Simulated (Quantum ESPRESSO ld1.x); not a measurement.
# Ir³⁺ in [Xe] 4f14 5d6: an all-electron calculation

What are the levels of the iridium ion Ir3+, how large are its shells, and how does its energy divide?

Program: Quantum ESPRESSO ld1.x 7.5. Level of theory: Dirac Kohn-Sham, PBE, spin-unpolarised, spherical densities, point nucleus; open shells fill j = l - 1/2 first. These are calculated values, not measurements, unless marked.

**1. Starting point**

* element: iridium (Z = 77)
* charge: +3
* electrons: 74
* configuration: [Xe] 4f14 5d6

**2. Self-consistent calculation**

File ld1.in:

```fortran
 &input
    atom='Ir',
    iswitch=1,
    rel=2,
    dft='PBE',
    config='[Xe] 4f14 5d6 6s0 6p0 5f0 6d0',
    rel_dist='energy',
    verbosity='high',
    lsmall=.true.,
    prefix='ld1',
    max_out_wfc=37,
    file_charge='ld1.rho',
 /
```

**Question.** What will this run give?

As calculated:

```
                        quantity                   value
                    total energy       -17855.99 hartree
exchange-correlation share of it                  1.95 %
                            −T/E                  1.1400
          highest occupied level       5d5/2, -36.067 eV
    most extended occupied level  5d5/2, <r> = 1.57 bohr
 radius at density 0.001 e/bohr³               3.37 bohr
    maxima of the radial density                       4
         ionisation energy, NIST          40 (theory) eV
```

The radial density shows 4 maxima for 5 occupied principal shells; where shells overlap, one shows as a shoulder or not at all. −T/E is 1.140: with relativity the kinetic term as defined here no longer equals −E. Minus the highest eigenvalue, 36.067 eV, is 90 % of the tabulated ionisation energy (40 eV). Spin polarisation and multiplet splitting are left out.
